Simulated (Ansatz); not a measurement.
# ClF4H3W: the cost of one run

Method: RKS PBE-D4/def2-SVP, in Ansatz 0.2.0.

## (1) The system as given

Bond lengths: W1–H2 2.070 Å, W1–Cl3 2.390 Å, W1–H4 1.720 Å, W1–F5 1.850 Å, W1–F6 1.850 Å, W1–F7 1.850 Å, W1–F8 2.150 Å, Cl3–F8 1.898 Å, W1–H9 2.165 Å. Angles (14 of 30 angles, heavy atoms first): Cl3–W1–F5 180.0°, Cl3–W1–F6 90.0°, Cl3–W1–F7 90.0°, Cl3–W1–F8 49.1°, F5–W1–F6 90.0°, F5–W1–F7 90.0°, F5–W1–F8 130.9°, F6–W1–F7 90.0°, F6–W1–F8 46.6°, F7–W1–F8 108.4°, W1–Cl3–F8 58.9°, W1–F8–Cl3 72.1°, H2–W1–Cl3 90.0°, H2–W1–F5 90.0°.

Structure file:

```xyz
9

W     0.0000    0.0000    0.0000
H     0.0000    0.0000    2.0700
Cl    2.3900    0.0000    0.0000
H     0.0000    1.7200    0.0000
F    -1.8500    0.0000    0.0000
F     0.0000   -1.8500    0.0000
F     0.0000    0.0000   -1.8500
F     1.4082   -1.4764    0.6779
H     0.7426   -0.7785    1.8790
```

## (2) A restrained relaxation towards end A

Springs on the bonds that form and break draw the guess towards this end; the thresholds are loose.

Input file input.yaml:

```yaml
crystal:
  periodic: [false, false, false]
  atoms:
    - { symbol: W, position_ang: [0.0, 0.0, 0.0] }
    - { symbol: H, position_ang: [0.0, 0.0, 2.07] }
    - { symbol: Cl, position_ang: [2.39, 0.0, 0.0] }
    - { symbol: H, position_ang: [0.0, 1.72, 0.0] }
    - { symbol: F, position_ang: [-1.85, 0.0, 0.0] }
    - { symbol: F, position_ang: [0.0, -1.85, 0.0] }
    - { symbol: F, position_ang: [0.0, 0.0, -1.85] }
    - { symbol: F, position_ang: [1.4082, -1.4764, 0.6779] }
    - { symbol: H, position_ang: [0.7426, -0.7785, 1.879] }
basis:
  gaussian: { orbitals: def2-SVP }
hamiltonian:
  xc: pbe
  dispersion: d4
relax:
  f_tol: 0.15
  max_steps: 25
  restrain:
    - { distance: [0, 7], at: 3.05, k: 30.0 }
    - { distance: [8, 1], at: 1.86, k: 30.0 }
    - { distance: [0, 1], at: 1.72, k: 30.0 }
    - { distance: [8, 7], at: 0.92, k: 30.0 }
```

On the command line:

```console
> ansatz run input.yaml --threads 4 --pin off --max-ram 5120MiB --backend cpu --events-out ev --progress --plain --runs-dir out
```

**Question.** How long does this run take on 4 threads of Arm Neoverse V2, shared host, and how much memory does it need?

About 47 s, with a peak of 0.18 GiB.
